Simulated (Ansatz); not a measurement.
# Mo16F: the cost of one run

Program: Ansatz 0.2.0. Level of theory: DFT PBE+D3(BJ), scalar-relativistic, plane waves, PAW. These are calculated values, not measurements.

The COD entry's cell or inner coordinates are ideal or old and differ from later refinements, so a difference from it is no clean test against experiment.

4 further runs of the same task are left out: 4 set aside as unsound or not needed. Runs told in other sessions of the task aren't counted.

## 1. The structure to begin with

Symmetry: P4mm, No. 99, tetragonal system. The conventional cell has a = 6.261 Å, b = 6.261 Å, c = 21.977 Å, α = 90.00°, β = 90.00°, γ = 90.00°. Around Mo (site symmetry m) lie 4 Mo at 2.71 Å. Mo (site symmetry 4mm) is surrounded by 13 Mo at 2.71 to 3.13 Å. Around Mo (site symmetry 2mm) lie 13 Mo at 2.71 to 3.13 Å. Mo (site symmetry m) has 8 Mo at 2.61 to 2.75 Å in its first shell of neighbours. Around Mo (site symmetry 4mm) lie 9 Mo at 2.61 to 3.13 Å and 1 F at 3.10 Å. Mo (site symmetry 2mm) has 4 Mo at 2.61 Å in its first shell of neighbours. Mo (site symmetry 4mm) has 4 Mo at 2.61 Å in its first shell of neighbours. Only part of the 9 independent sites is listed.

Coordinates:

```
CELL_PARAMETERS angstrom
6.26050 0.00000 0.00000
0.00000 6.26050 0.00000
0.00000 0.00000 21.97680
ATOMIC_POSITIONS crystal
Mo 0.25000 0.25000 0.18201
Mo 0.25000 0.75000 0.18201
Mo 0.75000 0.25000 0.18201
Mo 0.75000 0.75000 0.18201
Mo 0.00000 0.00000 0.25323
Mo 0.00000 0.50000 0.25323
Mo 0.50000 0.00000 0.25323
Mo 0.50000 0.50000 0.25323
Mo 0.25000 0.25000 0.32713
Mo 0.25000 0.75000 0.32713
Mo 0.75000 0.25000 0.32713
Mo 0.75000 0.75000 0.32713
Mo 0.00000 0.00000 0.39027
Mo 0.00000 0.50000 0.39027
Mo 0.50000 0.00000 0.39027
Mo 0.50000 0.50000 0.39027
F 0.00000 0.00000 0.53132
```

This is the geometry of the first run shown, built on a cell relaxed beforehand with the same method.

## 2. Plan of the line

Atoms count from 1 in the order of the input.

F is moved over the surface cell at a fixed height above a rigid substrate; the origin of the map has the adsorbate above Mo13; the height is held at 3.10 Å.

- position of F17 along the first surface vector, from above Mo13: 8 values from 0.000 to 0.875, periodic
- position of F17 along the second surface vector, from above Mo13: 8 values from 0.000 to 0.875, periodic

Nothing else is relaxed. Points are written as (first, second).

The two vectors of the plane (Å): (3.130, 0.000, 0.000); (0.000, 3.130, 0.000).

## 3. The run at (0/8, 0/8) of the map's two axes

The cell repeats along c, and a dipole correction in the vacuum removes the field between the copies.

File input.yaml:

```yaml
crystal:
  lattice:
    - [6.2605007525, 0.0, 0.0]
    - [0.0, 6.2605007525, 0.0]
    - [0.0, 0.0, 21.9767982496]
  atoms:
    - { symbol: Mo, position: [0.25, 0.25, 0.1820101343] }
    - { symbol: Mo, position: [0.25, 0.75, 0.1820101343] }
    - { symbol: Mo, position: [0.75, 0.25, 0.1820101343] }
    - { symbol: Mo, position: [0.75, 0.75, 0.1820101343] }
    - { symbol: Mo, position: [0.0, 0.0, 0.2532272957] }
    - { symbol: Mo, position: [0.0, 0.5, 0.2532272957] }
    - { symbol: Mo, position: [0.5, 0.0, 0.2532272957] }
    - { symbol: Mo, position: [0.5, 0.5, 0.2532272957] }
    - { symbol: Mo, position: [0.25, 0.25, 0.3271327589] }
    - { symbol: Mo, position: [0.25, 0.75, 0.3271327589] }
    - { symbol: Mo, position: [0.75, 0.25, 0.3271327589] }
    - { symbol: Mo, position: [0.75, 0.75, 0.3271327589] }
    - { symbol: Mo, position: [0.0, 0.0, 0.3902660502] }
    - { symbol: Mo, position: [0.0, 0.5, 0.3902660502] }
    - { symbol: Mo, position: [0.5, 0.0, 0.3902660502] }
    - { symbol: Mo, position: [0.5, 0.5, 0.3902660502] }
    - { symbol: F, position: [0.0, 0.0, 0.5313239043] }
basis:
  ecutwfc: 420
kpoints:
  mp_grid: { grid: [5, 5, 1] }
hamiltonian:
  xc: pbe
  pseudopotentials: { kind: paw, azcp: { folder: soft_1 } }
  dispersion: d3bj
scf:
  occupations: { method: gaussian, width: 0.1 }
output:
  forces: true
  eigenvalues: true
efield:
  axis: 3
  dipole_correction: true
  ramp_width: 0.04
```

On the command line:

```console
> ansatz run input.yaml --threads 4 --pin off --max-ram 12288MiB --backend cpu --events-out ev --progress --plain --runs-dir out
```

**Question.** How long does this run take on 4 threads of Arm Neoverse V2, shared host, and how much memory does it need?

About 45 s, with a peak of 2.3 GiB.
